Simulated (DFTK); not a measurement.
SiTe under changes of volume

One of the cells (26.748 Å³/atom); the others are scaled copies at fixed shape and fractional positions:

```xyz
2
Lattice="3.7680 0.0000 0.0000 0.0000 3.7680 0.0000 0.0000 0.0000 3.7680" Properties=species:S:1:pos:R:3 pbc="T T T"
Si    0.0000    0.0000    0.0000
Te    1.8840    1.8840    1.8840
```

The cell was built by a generator and needn't be a form met in nature.

- Program: DFTK 0.8.2
- Functional: PBE
- Potentials or basis: dojo.nc.sr.pbe.v0_4_1.standard.upf (PBE)
- Cutoff: 1088 eV
- k mesh: 7 × 7 × 7
- Occupations: fermi-dirac, width 0.05 eV
- Spin: no spin polarisation

| volume (Å³/atom) | energy over the lowest point (meV/atom) | pressure (GPa) |
| --- | --- | --- |
| 25.143 | 0.00 | -5.1 |
| 25.678 | 18.45 | -5.8 |
| 26.213 | 39.29 | -6.5 |
| 26.748 | 62.18 | -7.0 |
| 27.283 | ? | ? |
| 27.818 | 112.86 | -7.9 |
| 28.353 | 140.05 | -8.2 |

**Question.** What does the run at 27.283 Å³/atom give?

**Answer.** Energy over the lowest point 86.80 meV/atom; pressure -7.5 GPa.

Worked out: A Birch-Murnaghan fit of order 3 (a polynomial in V^(-2/3)) to the other rows has no minimum within the range. It gives 86.81 meV/atom at 27.283 Å³/atom, against the run's 86.80, and -dE/dV = -7.6 GPa, against -7.5.

Energies are extrapolated to zero smearing.

Caveats: the minimum lies outside the volumes run.
